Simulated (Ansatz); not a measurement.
**AlClFHZn: how energies converge with the basis set**

The task here is to estimate one member of a computed series from the others.

Program: Ansatz 0.2.0, Gaussian basis. Level of theory: one geometry, several basis sets. These are calculated values, not measurements.

Levels to be run: PBE0-D4/def2-SVP; ωB97M-V/def2-SVP; PBE0-D4/def2-QZVPP; ωB97M-V/def2-QZVPP; the functionals' def2-TZVPP values are taken from earlier runs.

### Structure used throughout

The geometry comes from an earlier relaxation with PBE0-D4 in a triple-zeta def2 set; it is a stationary point.

5 atoms, charge 0, spin multiplicity 1.

Atoms are counted from 1 here; the program's logs count them from 0.

Bond lengths: F1–Al2 1.651 Å, Al2–Cl3 2.101 Å, Al2–H5 1.570 Å. Angles: F1–Al2–Cl3 116.7°, F1–Al2–H5 119.6°, Cl3–Al2–H5 120.7°.

Set-up of the first run:

Contents of in.yaml:

```yaml
crystal:
  periodic: [false, false, false]
  atoms:
    - {symbol: F, position_ang: [0.556712, 0.757425, 1.477357]}
    - {symbol: Al, position_ang: [-0.061828, -0.299153, 0.368988]}
    - {symbol: Cl, position_ang: [1.311053, -1.555348, -0.607374]}
    - {symbol: Zn, position_ang: [-0.165410, 1.678225, -1.684468]}
    - {symbol: H, position_ang: [-1.590726, -0.654849, 0.404096]}
basis:
  gaussian: {orbitals: def2-SVP}
hamiltonian: {xc: pbe0, dispersion: d4}
output: {orbitals: {seedname: orbitals}}
```

Among the steps run: PBE0-D4 in def2-SVP; ωB97M-V in def2-SVP; PBE0-D4 in def2-QZVPP; ωB97M-V in def2-QZVPP.

One of the session's tables, all rows but one given; the rest of the session is left out.

It belongs to the step «Density functionals: the series». 

| functional | basis | HOMO (eV) | LUMO (eV) |
| --- | --- | --- | --- |
| PBE0-D4 | def2-SVP | -7.32 | -2.08 |
| PBE0-D4 | def2-TZVPP | -7.57 | -2.31 |
| PBE0-D4 | def2-QZVPP | -7.57 | -2.34 |
| ωB97M-V | def2-SVP | -9.32 | -0.30 |
| ωB97M-V | def2-TZVPP | -9.59 | -0.57 |
| ωB97M-V | def2-QZVPP | ? | ? |

Estimate the missing values for ωB97M-V, def2-QZVPP.

As computed: HOMO (eV): -9.60; LUMO (eV): -0.67. In the column «HOMO (eV)» it is the lowest.
